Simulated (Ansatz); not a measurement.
Consider a comparison of functionals at one structure of Ge, space group Cmmm (the Ansatz DFT code, driven from Python).

The script reads `ge.xyz`:
```text
1
Lattice="1.397149 -2.600516 0.0 1.397149 2.600516 0.0 0.0 0.0 2.698231" Properties=species:S:1:pos:R:3 pbc="T T T"
Ge    1.39714900    0.00000000    0.00000000
```

`run_xc.py`:
```python
"""Functional comparison for Ge (totals differ with the potentials too)."""

import ansatz
from tabulate import tabulate

xtal = ansatz.Crystal.from_extxyz("ge.xyz")

setup = xtal.calculation()
setup = setup.accuracy("medium").kpoints(5, 5, 5, shift=0.5)
setup = setup.occupations("gaussian", width=0.01).stress()

rows = []
for value in ["lda", "blyp", "pbesol"]:
    r = setup.functional(value).run(threads=1).report
    rows.append((value, r["free_energy_ev"] / len(r["lattice"]["sites"]), r["n_iterations"], sum(r["stress_gpa"][i][i] for i in range(3)) / 3, r["n_kpoints"]))

print(tabulate(rows, headers=["functional", "F/atom (eV)", "iterations", "P (GPa)", "k-points"], floatfmt=".4f", tablefmt="plain"))
```

Rank the functionals by the pressure that they give at this structure. What does the order say about their lattices?

From lowest to highest: LDA (-7.0 GPa), PBEsol (-5.3 GPa) and BLYP (4.0 GPa). At a fixed cell a lower pressure usually means a smaller equilibrium volume, so LDA prefers the smallest cell and BLYP the largest.

What the script printed:

```console
$ python run_xc.py
DeckWarning: basis.ecutwfc = 420 eV, auto-derived from the records' recommended cutoffs: set by Ge (normal level)
functional      F/atom (eV)    iterations    P (GPa)    k-points
lda              -4215.5536             6    -6.9908          27
blyp             -4304.8616             6     3.9642          27
pbesol           -4253.3656             6    -5.3252          27
```
(Warnings from the package without file and line.)

What to keep in mind:
- BLYP can be off by several per cent in the lattices of metals, and by several GPa in the pressure at a fixed cell.
- For a metal this mesh is far too coarse, so the numbers only illustrate the procedure.
- Pressure is positive in compression.
- This isn't the structure that Ge takes at ambient conditions.
- Total energies of different functionals can't be compared; pressures, moments and gaps at this one structure can.
- Timing: 2.2 s on 1 thread of Arm Neoverse V1 (shared host), peak memory 0.31 GiB.
